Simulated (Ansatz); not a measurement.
# Cd2Ge: the cost of one run

Program: Ansatz 0.2.0. Level of theory: DFT PBE, scalar-relativistic, plane waves, PAW. These are calculated values, not measurements.

1 further run of the same task is left out (it didn't finish). Runs told in other sessions of the task aren't counted.

## Step 1: Starting point

The structure is tetragonal, space group P4/nmm (No. 129). Conventional cell: a = 5.254 Å, b = 5.254 Å, c = 5.140 Å, α = 90.00°, β = 90.00°, γ = 90.00°. Cd (site symmetry -4m2) has 4 Cd at 2.63 Å in its first shell of neighbours. Cd (site symmetry 4mm) is surrounded by 1 Ge at 2.13 Å. Ge (site symmetry 4mm) is surrounded by 1 Cd at 2.13 Å.

As a file:

```
Cd Ge
1.0
     5.25360    0.00000    0.00000
     0.00000    5.25360    0.00000
     0.00000    0.00000    5.13966
Cd Ge
4 2
Cartesian
  0.0000 0.0000 0.0000
  2.6268 2.6268 0.0000
  2.6268 0.0000 0.0184
  0.0000 2.6268 5.1212
  2.6268 0.0000 2.1502
  0.0000 2.6268 2.9894
```

The cell is invented: random cell by space group and Wyckoff sites (P4/nmm, No. 129). Its size is a rough estimate.

## Step 2: A first look at the guess

Contents of input.yaml:

```yaml
crystal:
  lattice:
    - [5.25359727, 0.0, 0.0]
    - [0.0, 5.25359727, 0.0]
    - [0.0, 0.0, 5.13965501]
  atoms:
    - { symbol: Cd, position: [0.0, 0.0, 0.0] }
    - { symbol: Cd, position: [0.5, 0.5, 0.0] }
    - { symbol: Cd, position: [0.5, 0.0, 0.0035835] }
    - { symbol: Cd, position: [0.0, 0.5, 0.9964165] }
    - { symbol: Ge, position: [0.5, 0.0, 0.41836349] }
    - { symbol: Ge, position: [0.0, 0.5, 0.58163651] }
basis:
  ecutwfc: 420
kpoints:
  mp_grid: { grid: [4, 4, 4] }
hamiltonian:
  xc: pbe
scf:
  occupations: { method: gaussian, width: 0.1 }
  lower_state_search: "off"
output:
  forces: true
  stress: true
  eigenvalues: true
```

Run with:

```bash
> ansatz run input.yaml --threads 1 --pin off --max-ram 2560MiB --backend cpu --events-out ev --progress --plain --runs-dir out
```

**Question.** How long does this run take on 1 thread of Intel Xeon at 2.80GHz (Skylake/Cascade Lake), shared host, and how much memory does it need?

About 6.8 s, with a peak of 0.51 GiB.
